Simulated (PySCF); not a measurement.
# CH10Si3: the cost of one run

Programs: PySCF 2.14.0, with density-fitted response routines of our own. Each step states its level of theory. These are calculated values for one molecule in the gas phase, unless marked as measured. Atoms are numbered from 0 throughout.

## Step 1: The starting structure

14 atoms, charge 0, multiplicity 1; geometry from: GFN2-xTB.

Bonds of the start (Å): Si0–C1 1.90, C1–Si2 1.90, C1–Si3 1.90, Si0–H4 1.47, Si0–H5 1.46, Si0–H6 1.47, C1–H7 1.09, Si2–H8 1.47, Si2–H9 1.46, Si2–H10 1.47, Si3–H11 1.47, Si3–H12 1.47, Si3–H13 1.46.

## Step 2: Geometry optimisation at PBE0-D3(BJ)/def2-SVP

What the job is given:

```
{"job": {"xc": "PBE0", "basis": "def2-SVP", "d3": "d3bj", "grid": 1, "kind": "geom"}, "charge": 0, "multiplicity": 1}
Si     0.039670     1.718760    -0.770910
C      0.041040     0.144080     0.296500
Si     1.543400    -0.970310    -0.050630
Si    -1.600610    -0.811480     0.191250
H      1.281560     2.471860    -0.562650
H     -0.078820     1.371970    -2.188350
H     -1.086520     2.579980    -0.396040
H      0.136670     0.477590     1.334890
H      2.784090    -0.247990     0.249590
H      1.556570    -1.375200    -1.457420
H      1.491080    -2.168060     0.793300
H     -1.605490    -1.896550     1.177840
H     -2.728760     0.080060     0.481940
H     -1.775240    -1.375660    -1.148620
```

Command:

```
> OMP_NUM_THREADS=1 python probes_run.py task.json out
```

This one command runs all jobs of the session in turn.

Q: Estimate the wall time and peak memory of this first job on 1 thread of Intel Xeon Platinum 8259CL at 2.50GHz, shared host.

About 35 s, with a peak of 0.51 GiB.
